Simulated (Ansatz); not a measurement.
# Ta3AsAu2O13 (R3m) in Ansatz: notebook

One crystal, Ta3AsAu2O13, is run at these levels: PBE, revPBE; tasks: electric field gradients, band structure.

All numbers are computed with Ansatz 0.2.0; they aren't measurements. Logs are shortened: lines on timing, memory, paths and dates and some standing lists are left out, and cuts for length are marked.

## Step 1: The crystal as given

It takes space group R3m (No. 160, trigonal). Conventional cell: a = 10.485 Å, b = 10.485 Å, c = 12.428 Å, α = 90.00°, β = 90.00°, γ = 120.00°. Ta (site symmetry m) is surrounded by 4 O at 1.82 to 1.95 Å. As (site symmetry 3m) is surrounded by 3 O at 1.76 Å. Au (site symmetry 3m) has 3 O at 2.21 Å as nearest neighbours. Au (site symmetry 3m) has 1 As at 2.39 Å and 1 Au at 2.67 Å as nearest neighbours. O (site symmetry m) has 1 As at 1.76 Å and 1 Ta at 1.93 Å as nearest neighbours. O (site symmetry 1) has 1 O at 1.44 Å as nearest neighbours. O (site symmetry m) is surrounded by 1 Ta at 1.82 Å. Around O (site symmetry 3m) lie 3 Ta at 2.11 Å.

The cell was built by a generator and needn't be a form met in nature.

## Step 2: Electric field gradients, PBE

The input, input.yaml:

```yaml
crystal:
  lattice:
    - [5.24237, 3.02668, 4.14273]
    - [-5.24237, 3.02668, 4.14273]
    - [0.0, -6.05337, 4.14273]
  atoms:
    - { symbol: Ta, position: [0.23108, 0.57229, 0.23108] }
    - { symbol: Ta, position: [0.23108, 0.23108, 0.57229] }
    - { symbol: Ta, position: [0.57229, 0.23108, 0.23108] }
    - { symbol: As, position: [0.55878, 0.55878, 0.55878] }
    - { symbol: Au, position: [0.96559, 0.96559, 0.96559] }
    - { symbol: Au, position: [0.75105, 0.75105, 0.75105] }
    - { symbol: O, position: [0.40884, 0.66762, 0.40884] }
    - { symbol: O, position: [0.40884, 0.40884, 0.66762] }
    - { symbol: O, position: [0.66762, 0.40884, 0.40884] }
    - { symbol: O, position: [0.49726, 0.01313, 0.36024] }
    - { symbol: O, position: [0.36024, 0.49726, 0.01313] }
    - { symbol: O, position: [0.01313, 0.36024, 0.49726] }
    - { symbol: O, position: [0.36024, 0.01313, 0.49726] }
    - { symbol: O, position: [0.01313, 0.49726, 0.36024] }
    - { symbol: O, position: [0.49726, 0.36024, 0.01313] }
    - { symbol: O, position: [0.10963, 0.74806, 0.10963] }
    - { symbol: O, position: [0.10963, 0.10963, 0.74806] }
    - { symbol: O, position: [0.74806, 0.10963, 0.10963] }
    - { symbol: O, position: [0.3084, 0.3084, 0.3084] }
hamiltonian:
  xc: pbe
  pseudopotentials: { kind: paw, frozen_core: stored }
kpoints:
  mp_grid: { grid: [4, 4, 4] }
scf:
  occupations: { method: fermi_dirac, width: 0.05 }
output:
  forces: true
  stress: true
  eigenvalues: true
  efg: {}
  write_density: true
  write_potential: true
  elf: true
  volumetric_format: npy
```

Potentials or basis: Ansatz PAW.

Launch:

```sh
$ ansatz run input.yaml --threads 8 --pin off --max-ram 20480MiB --backend cpu --events-out ev --progress --plain --runs-dir out
```

What it wrote:

```text
Warning: RAYON_NUM_THREADS=8 ignored (pool sized by the plan → 8); use --threads N
Ta, Au: output.efg is read without spin–orbit coupling, which moves field gradients at and beside such atoms by some per cent and up to a factor of two; PAW files take it under magnetization.noncollinear and magnetization.spin_orbit
Engine: ansatz 0.2.0, x86_64-unknown-linux-gnu
Pseudopotentials: kind: paw
Pseudopotential: Ta, paw, valence charge 13, recommended cutoff 420 eV (normal), Ta.paw.azcp
Pseudopotential: As, paw, valence charge 15, recommended cutoff 420 eV (normal), As.paw.azcp
Pseudopotential: Au, paw, valence charge 19, recommended cutoff 420 eV (normal), Au.paw.azcp
Pseudopotential: O, paw, valence charge 6, recommended cutoff 420 eV (normal), O.paw.azcp
Functional definition: PBE
  parameter kappa = 0.804
  parameter beta = 0.06672455060314922
  exchange = pbe_x(kappa = kappa, mu = beta*pi^2/3)
  correlation = pbe_c(beta = beta)
Crystal: 19 atoms, lattice volume = 394.396 Å³
Basis set: ecut = 420 eV, 7723 PW (Γ), exchange–correlation on 100×100×100 points (8 copies of the dense FFT grid, shifted against one another)
Bands: 104, of which v1, the nominal top of the filled ones, is band 85 counted from 1 (84 counted from 0)
Symmetry: 6 space group operations
Space group: R3m (ITA 160), of the structure as read, at distance tolerance 7.3e-5 Å
k-points: 13 of 64 (time reversal used)
Non-local potential: Ta, projectors of the file, l = 0: 3, l = 1: 2, l = 2: 2, l = 3: 1
Non-local potential: As, projectors of the file, l = 0: 2, l = 1: 2, l = 2: 3, l = 3: 1
Non-local potential: Au, projectors of the file, l = 0: 3, l = 1: 2, l = 2: 2, l = 3: 1
Non-local potential: O, projectors of the file, l = 0: 2, l = 1: 2, l = 2: 1
PAW form: soft (Blöchl's): semilocal exchange-correlation on the pseudo side does not see the compensation charge
PAW one-centre angular grid: Ta, 590 points (default); XC on 64 Gauss nodes
PAW one-centre angular grid: As, 590 points (default); XC on 64 Gauss nodes
PAW one-centre angular grid: Au, 590 points (default); XC on 64 Gauss nodes
PAW one-centre angular grid: O, 110 points (default); XC on 64 Gauss nodes
Initial density: superposition of atomic densities (neutral atoms: chi_scale 0, normalization atom), corrected by the library's trained network
Initial wavefunctions: pseudopotential atomic-orbital guess
Functional: x = pbe(κ = 0.804, μ = 0.2195149727645171), c = pbe(β = 0.06672455060314922)
SCF iter   1: F=—  HF=-68320.843314 eV  |F-HF|=—  |Δ(HF+E_count)|=         —  Δρ=9.79e-3  dr2=4.36e-1  ethr=1.77e-3  ⟨swp⟩=6.0  Hψ=4984  notcnv=0  defer=59
preconditioner: auto → Resta (q_TF=auto, 2.371 Å⁻¹)  ε∞=4.6  [insulator: Δε(μ)=1.312 eV  Ē_g=10.834 eV  σ=0.050 eV  W_gap=1.00  n_scr=80 (ndim 8)  ℏωp=20.5 eV  f_vac=0.345  D(μ)=0.00/eV (n_scr^D=0)  ε∞_Penn≈4.6]
SCF iter   2: F=—  HF=-68320.755692 eV  |F-HF|=—  |Δ(HF+E_count)|=   8.76e-2  Δρ=5.05e-3  dr2=6.97e-2  ethr=2.56e-4  ⟨swp⟩=2.2  Hψ=2368  notcnv=0  defer=143
[... 52 lines left out ...]
  atom  19  O      0.00000000     0.00000000    -0.00215189
  max |Σ_I F_I| component: 3.65e-5 eV/Å
--- Stress (GPa, compression-positive) ---
        0.003073       0.000000       0.000000
        0.000000       0.003073      -0.000000
        0.000000      -0.000000       0.016276
  P = ⅓ Tr σ = 0.0075 GPa (0.075 kbar)
--- PAW observables at the nuclei: V_zz in 10²¹ V/m², potentials from the cell's mean, atoms counted from 1 ---
  atom   1  Ta V_zz =   +34.139197   η = 0.6073   by run symmetry: allowed
            electrostatic potential = -14480.848729 V   contact ρ = none
  atom   2  Ta V_zz =   +34.139197   η = 0.6073   by run symmetry: allowed
            electrostatic potential = -14480.848729 V   contact ρ = none
  atom   3  Ta V_zz =   +34.139197   η = 0.6073   by run symmetry: allowed
            electrostatic potential = -14480.848729 V   contact ρ = none
  atom   4  As V_zz =   -20.221635   η = 0.0000   by run symmetry: allowed
            electrostatic potential = -4507.761975 V   contact ρ = none
  atom   5  Au V_zz =   +64.568077   η = 0.0000   by run symmetry: allowed
            electrostatic potential = -16444.020571 V   contact ρ = none
  atom   6  Au V_zz =   -20.214908   η = 0.0000   by run symmetry: allowed
            electrostatic potential = -16443.937179 V   contact ρ = none
  atom   7  O  V_zz =   +12.256766   η = 0.0852   by run symmetry: allowed
            electrostatic potential = -618.643967 V   contact ρ = none
  atom   8  O  V_zz =   +12.256766   η = 0.0852   by run symmetry: allowed
            electrostatic potential = -618.643967 V   contact ρ = none
  atom   9  O  V_zz =   +12.256766   η = 0.0852   by run symmetry: allowed
[... 6 lines left out ...]
            electrostatic potential = -618.230046 V   contact ρ = none
  atom  13  O  V_zz =   +27.712266   η = 0.0780   by run symmetry: allowed
            electrostatic potential = -618.230046 V   contact ρ = none
  atom  14  O  V_zz =   +27.712266   η = 0.0780   by run symmetry: allowed
            electrostatic potential = -618.230046 V   contact ρ = none
  atom  15  O  V_zz =   +27.712266   η = 0.0780   by run symmetry: allowed
            electrostatic potential = -618.230046 V   contact ρ = none
  atom  16  O  V_zz =    +3.037261   η = 0.2916   by run symmetry: allowed
            electrostatic potential = -619.437444 V   contact ρ = none
  atom  17  O  V_zz =    +3.037261   η = 0.2916   by run symmetry: allowed
            electrostatic potential = -619.437444 V   contact ρ = none
  atom  18  O  V_zz =    +3.037261   η = 0.2916   by run symmetry: allowed
            electrostatic potential = -619.437444 V   contact ρ = none
  atom  19  O  V_zz =    -1.695219   η = 0.0000   by run symmetry: allowed
            electrostatic potential = -619.425125 V   contact ρ = none
--- Band table (eV; the first three rows and the last of 13) ---
  k-point 0: bands = ["-100.6864", "-100.6430", "-64.5769", "-64.5748", "-64.5748", "-52.5369", "-52.3674", "-52.0023", "-52.0023", "-51.9586", "-51.9586", "-33.8224", "-33.8224", "-33.7025", "-33.7025", "-33.6609", "-31.3606", "-31.3343", "-31.3343", "-31.2608", "-31.2570", "-31.2570", "-31.2110", "-31.1786", "-31.1786", "-18.2234", "-17.9558", "-17.9558", "-16.7766", "-15.1433", "-15.1433", "-14.4263", "-13.4116", "-13.4116", "-13.1765", "-11.7288", "-11.7288", "-11.2027", "-7.2213", "-3.9810", "-3.3835", "-3.3835", "-3.0338", "-3.0338", "-2.8825", "-2.3398", "-2.3398", "-1.6507", "-1.4796", "-1.4796", "-1.2979", "-1.2011", "-1.2011", "-1.0062", "-0.7553", "-0.5167", "-0.5167", "-0.1508", "-0.1508", "0.2611", "0.2611", "0.3904", "0.4059", "0.4922", "0.4922", "0.6806", "0.8729", "0.8729", "1.1530", "1.1880", "1.1880", "1.3079", "1.3079", "1.3167", "1.7329", "1.8809", "1.8809", "2.1696", "2.1696", "2.4688", "2.6215", "2.6215", "3.1091", "3.1091", "3.1905", "4.3563", "6.2392", "6.2392", "6.4124", "6.6635", "6.9670", "6.9670", "7.2516", "7.6484", "7.6484", "7.9525", "7.9525", "8.4500", "8.4500", "8.4876", "8.7729", "9.0516", "9.1326", "9.1326"]
  k-point 1: bands = ["-100.6864", "-100.6430", "-64.5769", "-64.5748", "-64.5748", "-52.5369", "-52.3674", "-52.0023", "-52.0023", "-51.9586", "-51.9586", "-33.8224", "-33.8224", "-33.7025", "-33.7025", "-33.6609", "-31.3606", "-31.3343", "-31.3342", "-31.2609", "-31.2570", "-31.2569", "-31.2110", "-31.1786", "-31.1786", "-18.2175", "-17.9607", "-17.9558", "-16.7808", "-15.1432", "-15.1399", "-14.4204", "-13.4439", "-13.4116", "-13.1487", "-11.7292", "-11.7284", "-11.2035", "-7.2214", "-3.9719", "-3.3896", "-3.3779", "-3.0485", "-3.0371", "-2.8935", "-2.3294", "-2.3238", "-1.6606", "-1.5239", "-1.4949", "-1.3350", "-1.2172", "-1.1905", "-0.9770", "-0.7294", "-0.5343", "-0.4644", "-0.1367", "-0.1274", "0.2051", "0.2308", "0.3992", "0.4548", "0.4922", "0.5846", "0.7067", "0.8560", "0.9318", "1.0183", "1.1823", "1.1888", "1.2881", "1.2930", "1.3814", "1.7392", "1.9136", "1.9151", "2.1426", "2.1742", "2.4219", "2.6384", "2.6617", "2.9957", "3.0171", "3.2329", "4.4137", "6.1846", "6.2125", "6.4182", "6.6430", "6.8961", "6.9962", "7.1765", "7.6433", "7.7201", "7.9655", "8.0037", "8.4406", "8.5120", "8.5684", "8.7116", "9.0406", "9.2023", "9.2063"]
  k-point 2: bands = ["-100.6864", "-100.6430", "-64.5769", "-64.5748", "-64.5748", "-52.5369", "-52.3674", "-52.0023", "-52.0023", "-51.9586", "-51.9586", "-33.8224", "-33.8224", "-33.7025", "-33.7025", "-33.6609", "-31.3607", "-31.3343", "-31.3342", "-31.2609", "-31.2570", "-31.2568", "-31.2110", "-31.1786", "-31.1786", "-18.2115", "-17.9659", "-17.9558", "-16.7850", "-15.1430", "-15.1365", "-14.4143", "-13.4714", "-13.4117", "-13.1259", "-11.7296", "-11.7279", "-11.2042", "-7.2215", "-3.9627", "-3.3960", "-3.3722", "-3.0581", "-3.0406", "-2.9047", "-2.3328", "-2.3185", "-1.6429", "-1.5105", "-1.5091", "-1.4185", "-1.2332", "-1.1736", "-0.9401", "-0.7745", "-0.5539", "-0.3584", "-0.1288", "-0.0833", "0.0999", "0.2548", "0.4132", "0.4788", "0.4990", "0.6314", "0.6978", "0.8193", "0.9631", "1.0716", "1.1781", "1.1955", "1.2624", "1.2671", "1.4088", "1.7292", "1.9182", "1.9440", "2.1382", "2.1779", "2.3679", "2.6780", "2.7186", "2.8974", "2.9051", "3.2438", "4.4660", "6.1252", "6.1924", "6.4205", "6.6236", "6.8871", "7.0177", "7.0772", "7.6439", "7.7244", "7.9708", "8.1270", "8.4849", "8.5573", "8.6112", "8.6486", "8.9723", "9.2752", "9.3219"]
  k-point 12: bands = ["-100.6864", "-100.6430", "-64.5769", "-64.5748", "-64.5748", "-52.5369", "-52.3674", "-52.0023", "-52.0023", "-51.9586", "-51.9586", "-33.8224", "-33.8224", "-33.7025", "-33.7025", "-33.6609", "-31.3608", "-31.3341", "-31.3341", "-31.2613", "-31.2568", "-31.2568", "-31.2109", "-31.1787", "-31.1787", "-18.1950", "-17.9653", "-17.9653", "-16.8081", "-15.1309", "-15.1309", "-14.4186", "-13.4127", "-13.4127", "-13.1794", "-11.7288", "-11.7288", "-11.2061", "-7.2238", "-3.9633", "-3.3813", "-3.3813", "-3.0692", "-3.0692", "-2.8467", "-2.4065", "-2.4065", "-1.6781", "-1.5195", "-1.3038", "-1.3038", "-1.2337", "-1.2337", "-1.0291", "-0.5313", "-0.3153", "-0.3153", "-0.2655", "-0.2655", "0.1107", "0.1107", "0.3980", "0.4155", "0.4155", "0.4988", "0.6977", "1.0617", "1.0617", "1.0989", "1.0989", "1.1392", "1.2065", "1.2282", "1.2282", "1.7999", "2.0326", "2.0326", "2.1998", "2.1998", "2.2570", "2.6119", "2.6119", "3.1111", "3.1111", "3.2206", "4.3285", "6.2350", "6.2350", "6.3684", "6.6634", "6.8204", "6.8204", "7.2904", "7.3460", "7.3460", "7.9560", "7.9560", "8.4423", "8.4423", "8.5628", "8.7650", "9.3078", "9.3078", "9.8722"]
```

Run time: 5.6 s. Hardware: 8 threads of Intel Xeon 6975P-C (Granite Rapids), shared host; peak memory 1.9 GiB.

What came out:

```yaml
Free_energy: -68320.7383 eV
Pressure: 0.0 GPa
Largest_force: 0.007 eV/Å
Band_gap_on_the_k_mesh: 1.07 eV, indirect (least direct gap 1.11 eV)
```

Forces in eV/Å, atoms in the order of the input:
```
Ta   0.001 -0.001 -0.001
Ta   0.000  0.002 -0.001
Ta  -0.001 -0.001 -0.001
As   0.000  0.000  0.007
Au   0.000  0.000  0.002
Au   0.000  0.000  0.000
O   -0.003  0.002 -0.002
O    0.000 -0.003 -0.002
O    0.003  0.002 -0.002
O    0.002  0.003  0.001
O   -0.004  0.000  0.001
O    0.002 -0.003  0.001
O   -0.002 -0.003  0.001
O   -0.002  0.003  0.001
O    0.004  0.000  0.001
O   -0.002  0.001 -0.001
O    0.000 -0.003 -0.001
O    0.002  0.001 -0.001
O    0.000  0.000 -0.002
```

Caveat: the pressure holds a Pulay correction of +0.4 GPa for the finite cutoff; spin-orbit coupling is left out, which moves the levels of the heavy elements. A k mesh can miss the band edges.

[end of part 1 of 2]
